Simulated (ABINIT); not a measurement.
Runs of ABINIT 10.8.3 (patched build) on GaGe. The structure is cubic, space group F-43m (No. 216). Conventional cell: a = 5.796 Å, b = 5.796 Å, c = 5.796 Å, α = 90.00°, β = 90.00°, γ = 90.00°. Ge (site symmetry -43m) is surrounded by 4 Ga at 2.51 Å. Ga (site symmetry -43m) is surrounded by 4 Ge at 2.51 Å. The cell comes from a database or a generator and needn't be the stable form of this composition.

```tsv
task	level	potentials or basis	k mesh	cutoff (eV)	fine-grid cutoff	gap on the mesh (eV)	pressure (GPa)	V0 of scaled cells (Å³/atom)	B0 (GPa)
single point	PBEsol	PseudoDojo NC SR PBEsol v0.4.1 standard	8 × 8 × 8	1088	-	none	-2.3	-	-
single point	PBE	JTH PAW PBE v2.0	8 × 8 × 8	599	1197.3 eV	none	(b)	-	-
single point	BLYP	JTH PAW PBE v2.0	8 × 8 × 8	707	1306.15 eV	none	3.3	-	-
single point	PBE	PseudoDojo NC SR PBE v0.4.1 standard	6 × 6 × 6	1088	-	none	0.2	-	-
single point	r2SCAN	JTH PAW PBE v2.0	8 × 8 × 8	707	1306.15 eV	none	-	-	-
single point	revPBE	JTH PAW PBE v2.0	8 × 8 × 8	707	1306.15 eV	none	1.4	-	-
single point	AM05	JTH PAW PBE v2.0	8 × 8 × 8	707	1306.15 eV	none	-2.1	-	-
single point	RPBE	JTH PAW PBE v2.0	8 × 8 × 8	707	1306.15 eV	none	1.9	-	-
single point	SCAN	JTH PAW PBE v2.0	8 × 8 × 8	707	1306.15 eV	none	-	-	-
equation of state	PBE	JTH PAW PBE v2.0	8 × 8 × 8	599	1197.3 eV	-	-	24.49	48
equation of state	PBEsol	JTH PAW PBE v2.0	8 × 8 × 8	599	1197.3 eV	-	-	23.25	(a)
equation of state	PBEsol	PseudoDojo NC SR PBEsol v0.4.1 standard	8 × 8 × 8	1088	-	-	-	23.24	56
```

Alike in all rows: no spin polarisation; cell as given; smearing fermi-dirac 0.05 eV.

Problem. Fill in the values left out.

Solution. (a) 57; (b) 0.0.

Caveats: the PAW data sets were made with another functional, which shifts forces and pressure a little (some runs); pressures at fixed basis lie under the slope of the energies (some runs).

A k mesh can miss the band edges, and the runs leave out spin-orbit coupling on Ga, Ge.

A gap of «none» marks a metal or a gap under the smearing width.

Not every run made on this cell is shown here.
